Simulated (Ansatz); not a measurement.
# AlNi4Bi (Cmmm): the equilibrium volume

At what volume is AlNi4Bi (Cmmm) free of pressure?

Program: Ansatz 0.2.0. Level of theory: DFT PBEsol, scalar-relativistic, plane waves, PAW. These are calculated values, not measurements.

1 further run of the same task is left out (it didn't finish). Runs told in other sessions of the task aren't counted.

### 1 The system as given

It takes space group Cmmm (No. 65, orthorhombic). Conventional cell: a = 4.846 Å, b = 8.018 Å, c = 3.814 Å, α = 90.00°, β = 90.00°, γ = 90.00°. Around Al (site symmetry mmm) lie 8 Ni at 2.34 to 2.35 Å. Bi (site symmetry mmm) has 14 Ni at 2.64 to 3.02 Å in its first shell of neighbours. Ni (site symmetry m2m) has 2 Al at 2.35 Å and 7 Ni at 2.35 to 2.74 Å and 3 Bi at 2.64 to 2.78 Å in its first shell of neighbours. Around Ni (site symmetry 2/m) lie 2 Al at 2.34 Å and 6 Ni at 2.35 to 2.42 Å.

As a file:

```cif
data_structure
_symmetry_space_group_name_H-M 'Cmmm'
_symmetry_Int_Tables_number 65
_cell_length_a 4.8457
_cell_length_b 8.0183
_cell_length_c 3.8139
_cell_angle_alpha 90.000
_cell_angle_beta 90.000
_cell_angle_gamma 90.000
_cell_volume 148.19
loop_
_atom_site_label
_atom_site_type_symbol
_atom_site_symmetry_multiplicity
_atom_site_Wyckoff_symbol
_atom_site_fract_x
_atom_site_fract_y
_atom_site_fract_z
_atom_site_occupancy
Al1 Al 2 d 0.00000 0.00000 0.50000 1
Bi1 Bi 2 b 0.50000 0.00000 0.00000 1
Ni1 Ni 4 i 0.50000 0.32944 0.00000 1
Ni2 Ni 4 f 0.25000 0.25000 0.50000 1
```

### 2 At the starting volume (PBEsol, 4×4×6 mesh)

Input file input.yaml:

```yaml
crystal:
  lattice:
    - [2.422845269, -4.0091641905, 0.0]
    - [2.422845269, 4.0091641905, 0.0]
    - [0.0, 0.0, 3.8138926647]
  atoms:
    - { symbol: Al, position: [0.0, 0.0, 0.5] }
    - { symbol: Bi, position: [0.5, 0.5, 0.0] }
    - { symbol: Ni, position: [0.1705615159, 0.8294384841, 0.0] }
    - { symbol: Ni, position: [0.8294384841, 0.1705615159, 0.0] }
    - { symbol: Ni, position: [0.0, 0.5, 0.5] }
    - { symbol: Ni, position: [0.5, 0.0, 0.5] }
basis:
  ecutwfc: 420
kpoints:
  mp_grid: { grid: [4, 4, 6] }
hamiltonian:
  xc: pbesol
scf:
  occupations: { method: gaussian, width: 0.1 }
output:
  forces: true
  stress: true
  eigenvalues: true
```

Command:

```bash
ansatz run input.yaml --threads 8 --pin off --max-ram 14336MiB --backend cpu --events-out ev --progress --plain --runs-dir out
```

The log of the run, shortened:

```text
Warning: RAYON_NUM_THREADS=8 ignored (pool sized by the plan → 8); use --threads N
[...]
Pseudopotentials: kind: paw
Pseudopotential: Al, paw, valence charge 3, recommended cutoff 420 eV (normal), Al.paw.azcp
Pseudopotential: Bi, paw, valence charge 15, recommended cutoff 420 eV (normal), Bi.paw.azcp
Pseudopotential: Ni, paw, valence charge 18, recommended cutoff 420 eV (normal), Ni.paw.azcp
Functional definition: PBEsol
[...]
Crystal: 6 atoms, lattice volume = 74.093 Å³
Basis set: ecut = 420 eV, 1433 PW (Γ), exchange–correlation on 64×64×54 points (8 copies of the dense FFT grid, shifted against one another)
Bands: 54, of which v1, the nominal top of the filled ones, is band 45 counted from 1 (44 counted from 0)
Symmetry: 8 space group operations
Space group: Cmmm (ITA 65), of the structure as read, at distance tolerance 4.2e-5 Å
k-points: 28 of 96
[...]
SCF iter   1: F=—  HF=-35986.484186 eV  |F-HF|=—  |Δ(HF+E_count)|=         —  Δρ=3.11e-2  dr2=4.49e-1  ethr=1.77e-3  ⟨swp⟩=5.7  Hψ=5581  notcnv=0  defer=8
[...]
SCF iter   8: F=-35986.421437 eV  HF=-35986.421438 eV  |F-HF|=7.11e-8  |Δ(HF+E_count)|=   1.57e-7  Δρ=1.14e-5  dr2=9.50e-8  ethr=1.11e-10  ⟨swp⟩=10.2  Hψ=8034  notcnv=0
[...]
SCF converged after 8 iterations
Free energy (F): -35986.421437 eV
[...]
E sigma→0 (E₀):  -35986.409705 eV
Entropy (-TS):   -0.023466 eV (-3.911 meV/atom)
Fermi energy:    17.918218 eV
[...]
--- Forces (eV/Å), atoms counted from 1 ---
  atom   1  Al     0.00000000     0.00000000     0.00000000
  atom   2  Bi     0.00000000     0.00000000     0.00000000
  atom   3  Ni     0.00000000     0.04881597     0.00000000
  atom   4  Ni     0.00000000    -0.04881597     0.00000000
  atom   5  Ni     0.00000000     0.00000000     0.00000000
  atom   6  Ni    -0.00000000     0.00000000     0.00000000
[...]
--- Stress (GPa, compression-positive) ---
       17.432310       0.000000       0.000000
        0.000000      16.589897       0.000000
        0.000000       0.000000      27.328126
  P = ⅓ Tr σ = 20.4501 GPa (204.501 kbar)
--- Band table (eV; the first three rows and the last of 28) ---
[...]
```

Run time: 1.2 s. Hardware: 8 threads of Arm Neoverse V1, shared host; peak memory 0.55 GiB.

In short: volume 12.349 Å³/atom, pressure 20.45 GPa, no gap.

### 3 Full relaxation (PBEsol, 6×6×6 mesh)

Edit input.yaml of step 2 so:

```diff
@@ -15,3 +15,3 @@
 kpoints:
-  mp_grid: { grid: [4, 4, 6] }
+  mp_grid: { grid: [6, 6, 6] }
 hamiltonian:
@@ -24 +24,6 @@
   eigenvalues: true
+relax:
+  adjacent_minimum: "off"
+  f_tol: 0.05
+  max_steps: 50
+  cell: { stress_tol: 0.5 }
```

Command:

```bash
ansatz run input.yaml --threads 8 --pin off --max-ram 14336MiB --backend cpu --events-out ev --progress --plain --runs-dir out
```

The log of the run:

```text
Warning: RAYON_NUM_THREADS=8 ignored (pool sized by the plan → 8); use --threads N
Engine: ansatz 0.2.0, aarch64-unknown-linux-gnu
[... 5 set-up lines as earlier in the session ...]
  exchange = pbesol_x
  correlation = pbesol_c
Crystal: 6 atoms, lattice volume = 74.093 Å³
Basis set: ecut = 420 eV, 1433 PW (Γ), exchange–correlation on 64×64×54 points (8 copies of the dense FFT grid, shifted against one another)
Bands: 54, of which v1, the nominal top of the filled ones, is band 45 counted from 1 (44 counted from 0)
[... 2 set-up lines as earlier in the session ...]
k-points: 52 of 216
Non-local potential: Al, projectors of the file, l = 0: 2, l = 1: 2, l = 2: 1
Non-local potential: Bi, projectors of the file, l = 0: 2, l = 1: 2, l = 2: 2, l = 3: 2
Non-local potential: Ni, projectors of the file, l = 0: 3, l = 1: 2, l = 2: 3, l = 3: 1
PAW form: soft (Blöchl's): semilocal exchange-correlation on the pseudo side does not see the compensation charge
PAW frozen core: Al, regenerated for the run's functional, and the local potential with it (the file was generated under x = pbe(κ = 0.804, μ = 0.2195149727645171), c = pbe(β = 0.06672455060314922))
PAW frozen core: Bi, regenerated for the run's functional, and the local potential with it (the file was generated under x = pbe(κ = 0.804, μ = 0.2195149727645171), c = pbe(β = 0.06672455060314922))
PAW frozen core: Ni, regenerated for the run's functional, and the local potential with it (the file was generated under x = pbe(κ = 0.804, μ = 0.2195149727645171), c = pbe(β = 0.06672455060314922))
PAW one-centre angular grid: Al, 110 points (default); XC on 64 Gauss nodes
PAW one-centre angular grid: Bi, 590 points (default); XC on 64 Gauss nodes
PAW one-centre angular grid: Ni, 590 points (default); XC on 64 Gauss nodes
Initial density: superposition of atomic densities (neutral atoms: chi_scale 0, normalization atom), corrected by the library's trained network
Initial wavefunctions: pseudopotential atomic-orbital guess
Functional: x = pbesol(κ = 0.804, μ = 0.12345679012345678), c = pbesol(β = 0.046)
SCF iter   1: F=—  HF=-35986.473371 eV  |F-HF|=—  |Δ(HF+E_count)|=         —  Δρ=3.09e-2  dr2=4.46e-1  ethr=1.77e-3  ⟨swp⟩=5.9  Hψ=10425  notcnv=0  defer=15
preconditioner: auto → Kerker (q_TF=auto, 2.818 Å⁻¹)  [metal: Δε(μ)=0.012 eV  Ē_g=10.757 eV  σ=0.100 eV  W_gap=0.07  n_scr=26 (ndim 8)  ℏωp=32.9 eV  f_vac=0.000  D(μ)=4.91/eV (n_scr^D=54)]
SCF iter   2: F=—  HF=-35986.418844 eV  |F-HF|=—  |Δ(HF+E_count)|=   5.45e-2  Δρ=8.11e-3  dr2=4.21e-2  ethr=4.95e-4  ⟨swp⟩=2.0  Hψ=3609  notcnv=0  defer=108
SCF iter   3: F=—  HF=-35986.412682 eV  |F-HF|=—  |Δ(HF+E_count)|=   6.16e-3  Δρ=2.58e-3  dr2=6.85e-3  ethr=4.67e-5  ⟨swp⟩=1.6  Hψ=2786  notcnv=0  defer=108
SCF iter   4: F=—  HF=-35986.411417 eV  |F-HF|=—  |Δ(HF+E_count)|=   1.26e-3  Δρ=6.23e-4  dr2=4.43e-4  ethr=7.61e-6  ⟨swp⟩=2.2  Hψ=4227  notcnv=0  defer=108
SCF iter   5: F=—  HF=-35986.411344 eV  |F-HF|=—  |Δ(HF+E_count)|=   7.29e-5  Δρ=2.75e-4  dr2=6.62e-5  ethr=4.92e-7  ⟨swp⟩=2.1  Hψ=4195  notcnv=0  defer=108
SCF iter   6: F=—  HF=-35986.411343 eV  |F-HF|=—  |Δ(HF+E_count)|=   1.18e-6  Δρ=7.44e-5  dr2=4.81e-6  ethr=7.35e-8  ⟨swp⟩=2.3  Hψ=3852  notcnv=0  defer=108
SCF iter   7: F=—  HF=-35986.411342 eV  |F-HF|=—  |Δ(HF+E_count)|=   1.08e-6  Δρ=3.42e-5  dr2=6.60e-7  ethr=5.34e-9  ⟨swp⟩=2.1  Hψ=4143  notcnv=0  defer=108
SCF iter   8: F=-35986.411342 eV  HF=-35986.411342 eV  |F-HF|=7.59e-8  |Δ(HF+E_count)|=   9.61e-8  Δρ=1.21e-5  dr2=8.90e-8  ethr=1.11e-10  ⟨swp⟩=10.1  Hψ=14533  notcnv=0
SCF 1 converged in 8 iterations: F = -35986.411342 eV  dr2 = 8.90e-8
relax step   1: F+E_penalty+E_count = -35986.41134198 eV  Δ(F+E_penalty+E_count) = +0.000e0 eV  max|allowed force component| = 5.212e-2 eV/Å  Δτ_max = 0.0000 Å  P = +20.427 GPa  Ω = 74.093 Å³  (8 SCF iters, dr2 threshold 1.00e-7 eV, accepted)
[... 14 lines left out ...]
relax step   2: F+E_penalty+E_count = -35986.84020757 eV  Δ(F+E_penalty+E_count) = -4.289e-1 eV  max|allowed force component| = 2.572e-3 eV/Å  Δτ_max = 0.0004 Å  P = +7.226 GPa  Ω = 78.915 Å³  energy of the carried Pulay correction = -2.050e-3 eV  (7 SCF iters, dr2 threshold 6.00e-7 eV, accepted)
[... 12 lines left out ...]
relax step   3: F+E_penalty+E_count = -35986.93950841 eV  Δ(F+E_penalty+E_count) = -9.930e-2 eV  max|allowed force component| = 1.890e-2 eV/Å  Δτ_max = 0.0002 Å  P = +1.055 GPa  Ω = 81.746 Å³  energy of the carried Pulay correction = -3.195e-3 eV  (7 SCF iters, dr2 threshold 6.00e-7 eV, accepted)
[... 11 lines left out ...]
relax step   4: F+E_penalty+E_count = -35986.94778435 eV  Δ(F+E_penalty+E_count) = -8.276e-3 eV  max|allowed force component| = 3.200e-2 eV/Å  Δτ_max = 0.0086 Å  P = +0.678 GPa  Ω = 81.847 Å³  energy of the carried Pulay correction = -3.235e-3 eV  (6 SCF iters, dr2 threshold 6.00e-7 eV, accepted)
[... 11 lines left out ...]
relax step   5: F+E_penalty+E_count = -35986.94905009 eV  Δ(F+E_penalty+E_count) = -1.266e-3 eV  max|allowed force component| = 4.117e-3 eV/Å  Δτ_max = 0.0059 Å  P = -0.013 GPa  Ω = 82.224 Å³  energy of the carried Pulay correction = -3.384e-3 eV  (6 SCF iters, dr2 threshold 6.00e-7 eV, accepted)
[... 11 lines left out ...]
relax step   6: F+E_penalty+E_count = -35986.95462348 eV  Δ(F+E_penalty+E_count) = -5.573e-3 eV  max|allowed force component| = 3.636e-3 eV/Å  Δτ_max = 0.0000 Å  P = +0.111 GPa  Ω = 82.224 Å³  stress off target by 2.44e-1 GPa  SCF on the basis re-selected at this cell (its energy is not comparable with the rows above)  (6 SCF iters)
basis re-selected at this cell: Δ(F+E_penalty+E_count) = -5.573e-3 eV, ΔP = +0.123 GPa vs the last step (what re-selecting the basis moved, of the pressure what is left beyond the Pulay correction that the steps carried, after the strain that the cell walked since its last selection, with what the two solves' SCF thresholds leave and, on support functions, any second-order correction that the steps lacked; it is no measure of the basis error at this ecutwfc). The dense FFT grid was sized anew with the basis: this SCF ran on 32×32×30 points, the steps before it on 32×32×27, so part of this shift can come from that change (see relax.cell in the input reference). This SCF's stress stands 2.44e-1 GPa from its target on what of the cell is left free (relax.cell.stress_tol is 5.00e-1 GPa) and its largest allowed force component is 3.64e-3 eV/Å (relax.f_tol is 5.00e-2 eV/Å): within both
SCF converged after 6 iterations
Free energy (F): -35986.954623 eV
Harris-Foulkes:  -35986.954623 eV  (|F-HF|=5.46e-10)
Internal energy: -35986.927788 eV  (E = F + TS)
E sigma→0 (E₀):  -35986.941206 eV
Entropy (-TS):   -0.026836 eV (-4.473 meV/atom)
Fermi energy:    15.691096 eV
--- Per-component energies (eV) ---
  E_band       = -1284.327711
  E_kinetic    = 1469.705851
  E_local      = -18203.922858  (includes V_loc(G=0)·N_el)
  E_nonlocal   = 3132.983474
  E_hartree    = 7670.100402
  E_xc         = -529.604773
  E_vxc        = -613.305594  (∫ρ·V_xc dr)
  E_paw        = -17357.954175  (= ΣΔE_a)
  E_vpaw       = -2409.988180  (= ΣTr[D̂ρ^β])
  E_aug_tail   = 0.001512  (compensation charges beyond the density's cutoff)
  E_ewald      = -12169.135268
  E_core_change = 0.898047  (= ΣΔE_core)
  E_smearing   = -0.026836  (= −TS)
  E_closure    = 0.000000  (closes the sum)
  Σ components = -35986.954623   (vs F -35986.954623, Δ=0.00e0)
--- Forces (eV/Å), atoms counted from 1 ---
  atom   1  Al     0.00000000     0.00000000     0.00000000
  atom   2  Bi     0.00000000     0.00000000     0.00000000
  atom   3  Ni     0.00000000    -0.00363567     0.00000000
  atom   4  Ni     0.00000000     0.00363567    -0.00000000
  atom   5  Ni     0.00000000    -0.00000000     0.00000000
  atom   6  Ni     0.00000000    -0.00000000     0.00000000
  max |Σ_I F_I| component: 5.21e-29 eV/Å
--- Stress (GPa, compression-positive) ---
        0.054714       0.000000       0.000000
        0.000000       0.032782      -0.000000
        0.000000      -0.000000       0.244329
  P = ⅓ Tr σ = 0.1106 GPa (1.106 kbar)
--- Band table (eV; the first three rows and the last of 52) ---
  k-point 0: bands = ["-86.9414", "-86.9348", "-86.8833", "-86.8734", "-47.6480", "-47.6330", "-47.5927", "-47.5467", "-47.4732", "-47.4452", "-47.4403", "-47.4236", "-47.4207", "-47.3966", "-47.3077", "-47.2746", "-7.1869", "-7.1622", "-7.1433", "-7.1254", "-7.1157", "2.9896", "9.2055", "11.2989", "11.8233", "12.3219", "12.3552", "12.7348", "12.7708", "12.8030", "13.0734", "13.1028", "13.5200", "13.5457", "13.6602", "13.7236", "14.1146", "14.1218", "14.5853", "14.7658", "14.9485", "15.0229", "15.0306", "15.6857", "15.7849", "16.1968", "16.3226", "17.2560", "17.8025", "19.4085", "20.4360", "21.2745", "22.9270", "24.3674"]
[... 3 lines left out ...]
--- Relaxed structure (5 steps of the walk, 5 accepted, 1 SCFs on fresh bases) ---
  F+E_penalty+E_count = -35986.95462348 eV   max|allowed force component| = 3.636e-3 eV/Å   (the final SCF, on the basis selected at the relaxed cell)
  cell:  # Å, volume = 82.2242 Å³
    - [2.4674658006650056, -4.095335485021011, 0.0]
    - [2.4674658006650056, 4.095335485021011, 0.0]
    - [0.0, 0.0, 4.068448376562618]
  atoms:
    - { symbol: Al, position: [-1.126795720347038e-21, 1.1267957203465083e-21, 0.5] }
    - { symbol: Bi, position: [0.5, 0.5, 0.0] }
    - { symbol: Ni, position: [0.17081777509129276, 0.8291822249087073, 0.0] }
    - { symbol: Ni, position: [0.8291822249087073, 0.17081777509129276, 0.0] }
    - { symbol: Ni, position: [2.7755575615628914e-17, 0.5, 0.5] }
    - { symbol: Ni, position: [0.5, 2.7755575615628914e-17, 0.5] }
```

Run time: 12 s. Hardware: 8 threads of Arm Neoverse V1, shared host; peak memory 0.65 GiB.

How the relaxation went:

```csv
step,energy from step 1 (meV/atom),largest force component (eV/Å),pressure (GPa),volume (Å³/atom)
1,0.0,0.052,20.43,12.349
2,-71.5,0.003,7.23,13.153
3,-88.0,0.019,1.06,13.624
4,-89.4,0.032,0.68,13.641
5,-89.6,0.004,-0.01,13.704
6,-90.5,0.004,0.11,13.704
```

Step 1 is the start. Step 6 repeats the geometry before it on a plane-wave basis chosen anew for the final cell, which shifts the energy by -0.9 meV/atom. The run keeps the 8 symmetry operations that it found, so it can't reach a distortion that breaks them.

Read off: volume 13.704 Å³/atom, pressure 0.11 GPa, no gap.

### 4 Full relaxation

Input file input.yaml:

```yaml
crystal:
  lattice:
    - [2.4674658007, -4.095335485, 0.0]
    - [2.4674658007, 4.095335485, 0.0]
    - [0.0, 0.0, 4.0684483766]
  atoms:
    - { symbol: Al, position: [0.0, 0.0, 0.5] }
    - { symbol: Bi, position: [0.5, 0.5, 0.0] }
    - { symbol: Ni, position: [0.1708177751, 0.8291822249, 0.0] }
    - { symbol: Ni, position: [0.8291822249, 0.1708177751, 0.0] }
    - { symbol: Ni, position: [0.0, 0.5, 0.5] }
    - { symbol: Ni, position: [0.5, 0.0, 0.5] }
basis:
  ecutwfc: 420
kpoints:
  mp_grid: { grid: [8, 8, 8] }
hamiltonian:
  xc: pbesol
scf:
  occupations: { method: gaussian, width: 0.05 }
output:
  forces: true
  stress: true
  eigenvalues: true
relax:
  adjacent_minimum: "off"
  f_tol: 0.01
  max_steps: 50
  cell: { stress_tol: 0.1 }
```

Command:

```bash
ansatz run input.yaml --threads 8 --pin off --max-ram 14336MiB --backend cpu --events-out ev --progress --plain --runs-dir out
```

The log of the run, shortened:

```text
Warning: RAYON_NUM_THREADS=8 ignored (pool sized by the plan → 8); use --threads N
[...]
[... 5 set-up lines as earlier in the session ...]
[...]
Crystal: 6 atoms, lattice volume = 82.224 Å³
Basis set: ecut = 420 eV, 1601 PW (Γ), exchange–correlation on 64×64×60 points (8 copies of the dense FFT grid, shifted against one another)
Bands: 54, of which v1, the nominal top of the filled ones, is band 45 counted from 1 (44 counted from 0)
[... 1 set-up line as earlier in the session ...]
Space group: Cmmm (ITA 65), of the structure as read, at distance tolerance 4.3e-5 Å
k-points: 105 of 512
[...]
  P = ⅓ Tr σ = 0.0051 GPa (0.051 kbar)
--- Band table (eV; the first three rows and the last of 105) ---
[...]
--- Relaxed structure (2 steps of the walk, 2 accepted, 1 SCFs on fresh bases) ---
  F+E_penalty+E_count = -35986.94378902 eV   max|allowed force component| = 3.588e-3 eV/Å   (the final SCF, on the basis selected at the relaxed cell)
  cell:  # Å, volume = 82.2125 Å³
    - [2.4665101312106095, -4.094940210339167, -5.59459003838753e-20]
    - [2.4665101312106095, 4.094940210339167, 5.594590038387573e-20]
    - [3.6038453585188455e-34, 5.55785987321143e-20, 4.069842271190035]
  atoms:
    - { symbol: Al, position: [1.1030864427515732e-21, -1.1030864427515725e-21, 0.5000000000000001] }
    - { symbol: Bi, position: [0.5, 0.5, 1.0513514076104434e-38] }
    - { symbol: Ni, position: [0.170759016823273, 0.829240983176727, 6.566590813368968e-21] }
    - { symbol: Ni, position: [0.829240983176727, 0.170759016823273, -6.566590813368971e-21] }
    - { symbol: Ni, position: [-5.55077581048703e-17, 0.5, 0.5000000000000001] }
    - { symbol: Ni, position: [0.5, -5.551454435764535e-17, 0.5000000000000001] }
```

Run time: 12 s. Hardware: 8 threads of Arm Neoverse V1, shared host; peak memory 0.77 GiB.

The steps of the relaxation:

```csv
step,energy from step 1 (meV/atom),largest force component (eV/Å),pressure (GPa),volume (Å³/atom)
1,0.0,0.006,-0.01,13.704
2,0.0,0.004,0.01,13.702
3,0.0,0.004,0.01,13.702
```

Step 1 is the start. Step 3 repeats the geometry before it on a plane-wave basis chosen anew for the final cell, which leaves the energy as it was. The run keeps the 8 symmetry operations that it found, so it can't reach a distortion that breaks them.

In short: volume 13.702 Å³/atom, pressure 0.01 GPa, a metal on this mesh.

### 5 The volume search in one table

```csv
step,level,mesh,relaxed,volume (Å³/atom),pressure (GPa)
2,PBEsol,4×4×6,nothing,12.349,20.45
3,PBEsol,6×6×6,all,13.704,0.11
4,PBEsol,8×8×8,all,13.702,0.01
```

The cell before and after:

| cell as typed | before | after | change |
| --- | --- | --- | --- |
| a (Å) | 4.684 | 4.780 | +2.0 % |
| b (Å) | 4.684 | 4.780 | +2.0 % |
| c (Å) | 3.814 | 4.070 | +6.7 % |
| γ (°) | 117.71 | 117.88 | +0.17° |
| volume (Å³/atom) | 12.349 | 13.702 | +11.0 % |
| shortest distance (Å) | 2.342 | 2.390 | +2.0 % |
| space group | Cmmm | Cmmm | same |

### 6 Summary of results

```
         quantity                                                                      value
           volume                                                             13.702 Å³/atom
         pressure                                                                   0.01 GPa
conventional cell  a = 4.933 Å, b = 8.190 Å, c = 4.070 Å, α = 90.00°, β = 90.00°, γ = 90.00°
  gap on the mesh                                                               none (metal)
```

**Reading.** From the first run shown, the volume went from 12.35 to 13.70 Å³/atom (+11.0 %) in 3 runs, where the pressure is zero within 0.01 GPa. Spin–orbit coupling is left out, though the cell holds Bi; in elements this heavy it can shift levels and gaps by tenths of an eV. Spin polarisation wasn't allowed in this run.
